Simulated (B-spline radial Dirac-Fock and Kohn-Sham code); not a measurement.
**An X-ray data sheet for Pd¹⁷⁺, step by step**

Wanted for Pd¹⁷⁺: its X-ray form factor and Compton profile, the binding energy of each subshell and how cheaper methods do for the levels.

The numbers are computed with B-spline radial Dirac-Fock and Kohn-Sham code (version 2): a free atom or ion on a radial basis; each step names its model.

**1. The system**

Palladium as Pd¹⁷⁺ in the configuration [Ar] 3d10 4s1.

```
nuclear charge     : 46
electrons          : 29
mass number        : 106
nuclear rms radius : 4.5318 fm
```

Outer shells as boxes (Hund's rule, for the drawing alone; heavy ions are jj-coupled, and the calculation averages over the configuration):

```
[Ar] core
3d [↑↓][↑↓][↑↓][↑↓][↑↓]
4s [↑ ]
```

**2. Form factor and Compton profile**

Model: Dirac-Fock average of configuration, finite nucleus; form factor of the spherical density, Waller-Hartree incoherent function, impulse-approximation Compton profiles.

Settings, as recorded:

```ini
task = scatter
Z = 46
charge = 17
configuration = 1s2 2s2 2p6 3s2 3p6 3d10 4s1
mass_number = 106
rms_radius = 4.5318  # fm
s = [0.0, 0.05, 0.1, 0.15, 0.2, 0.25, 0.3, 0.35, 0.4, 0.45, 0.5, 0.6, 0.7, 0.8, 0.9, 1.0, 1.1, 1.2, 1.4, 1.6, 1.8, 2.0, 2.5, 3.0, 3.5, 4.0, 5.0, 6.0]  # 1/A
pz = [0, 0.1, 0.14, 0.2, 0.29, 0.41, 0.59, 0.83, 1.2, 1.7, 2.4, 3.4, 4.9, 7.0, 9.9, 14.0, 20.0, 29.0, 41.0, 58.0, 83.0]  # a.u.
photon_energy = [1000, 5000, 8047.8, 10000, 30000, 100000, 200000, 1000000]  # eV
```

**3. Hole states by ΔSCF**

Model: Dirac-Fock average of configuration, Delta-SCF, finite nucleus, first-order Breit with its frequency dependence, self-energy and vacuum polarisation.

Settings, as recorded:

```ini
task = binding
```

**4. The levels by Dirac LDA**

Model: Dirac-Kohn-Sham LDA (Slater exchange, VWN correlation), finite nucleus, spherical and without spin polarisation.

Settings, as recorded:

```ini
task = binding-ladder
method = lda,vwn
relativity = dirac
```

**5. non-relativistic HF, for comparison**

Model: non-relativistic Hartree-Fock, average of configuration, point nucleus.

The run's settings:

```ini
task = binding-ladder
method = hf
relativity = nr
```

(Steps that only read results are left out.)

Before running it: what results should come out? Wanted: rms radius of the electron cloud; form factor halves at; Compton profile at zero; deepest level listed, K; least bound, N1; Kα1; Dirac LDA, K: eigenvalue / ΔSCF; non-relativistic HF, 1s: eigenvalue / ΔSCF.

As calculated:

| quantity | value |
| --- | --- |
| rms radius of the electron cloud | 0.353 bohr |
| form factor halves at | 1.0 1/Å |
| Compton profile at zero | 2.136 1/a.u. |
| deepest level listed, K (1s) | 24822.2 eV |
| least bound, N1 (4s) | 456.2 eV |
| Kα1 | 21185.3 eV |
| ionisation energy, NIST (semi-empirical) | 457.500 eV |
| Dirac LDA, K: eigenvalue / ΔSCF | 24570.9 / 24888.8 eV |
| non-relativistic HF, 1s: eigenvalue / ΔSCF | 24212.3 / 24167.0 eV |

In words: The form factor starts at the 29 electrons and halves by s = 1.0 1/Å. Incoherent scattering outweighs coherent from 200 keV on, among the energies asked. The K (1s) level lies 47.8 eV under Koopmans' value by relaxation alone; Breit gives -48.65 and QED -24.50 eV. NIST's ionisation energy differs by +1.28 eV from the least binding energy; correlation is missing from the calculation. Dirac LDA misses the K level by -1.0 % with its eigenvalue and by +0.3 % with ΔSCF, so total-energy differences mend most of the error. Non-relativistic HF misses the 1s level by -2.5 % with its eigenvalue and by -2.6 % with ΔSCF, as relativity is missing. The Hartree-Fock and Dirac-Fock values hold no electron correlation.
